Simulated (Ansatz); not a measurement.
HfIn4SiO6:

```
Hf In Si O
1.0
     2.41414   -8.12134   -0.00008
     2.41414    8.12134   -0.00008
    -0.99593    0.00000    4.72934
Hf In Si O
1 4 1 6
Cartesian
  0.0000 0.0000 0.0000
  2.4141 -2.6526 -0.0001
  1.9162 5.4886 2.3646
  2.4141 2.6526 -0.0001
  1.9162 -5.4886 2.3646
  1.9162 0.0000 2.3646
  3.2567 0.0000 1.2791
  0.5756 0.0000 3.4501
  1.0593 1.3104 1.3057
  2.7731 1.3104 3.4235
  2.7731 -1.3104 3.4235
  1.0593 -1.3104 1.3057
```

The cell was built by a generator and needn't be a form met in nature.

| Property | Result |
| --- | --- |
| Program | Ansatz 0.2.0 |
| Task | relaxation of cell and atoms |
| Functional | RPBE |
| Potentials or basis | Ansatz PAW |
| Cutoff | 420 eV (not typed: the program's choice for these potentials) |
| k mesh | 4 × 4 × 4 |
| Occupations | fermi-dirac, width 0.05 eV |
| Spin | no spin polarisation |

At the start: volume 15.45 Å³/atom.

Q: Where does the relaxation end?

A: It ends after 9 steps and the volume is 16.36 Å³/atom (+5.9 %); space group C2/m (No. 12, to 0.05 Å).

The path:
```
step  energy change (eV)  largest force (eV/Å)  volume (Å³)
   1              0.0000                0.1074       185.45
   2             -0.0277                0.3017       197.49
   3             -0.0323                0.2621       195.63
   4             -0.0508                0.0150       194.83
   5             -0.0522                0.0038       194.34
   6             -0.0821                0.0051       194.34
   7             -0.0801                0.0153       195.99
   8             -0.0794                0.0071       196.33
   9             -0.0845                0.0069       196.33
```

Final structure:
```
Hf In Si O
1.0
     2.43040   -8.48104    0.00262
     2.43040    8.48104    0.00262
    -0.99735    0.00000    4.76143
Hf In Si O
1 4 1 6
Direct
  0.00000 0.00000 0.00000
  0.65825 0.34175 0.00000
  0.15753 0.84247 0.50000
  0.34175 0.65825 0.00000
  0.84247 0.15753 0.50000
  0.50000 0.50000 0.50000
  0.72965 0.72965 0.27064
  0.27035 0.27035 0.72936
  0.19704 0.35303 0.27512
  0.64697 0.80296 0.72488
  0.80296 0.64697 0.72488
  0.35303 0.19704 0.27512
```

Caveat: the plane-wave basis is chosen anew once the cell has moved, so the energies of steps on either side of that aren't comparable; the pressure holds a Pulay correction of +0.4 GPa for the finite cutoff; the PAW data sets come from PBE, with cores solved anew for the run's functional, which leaves a small shift of forces and pressure.
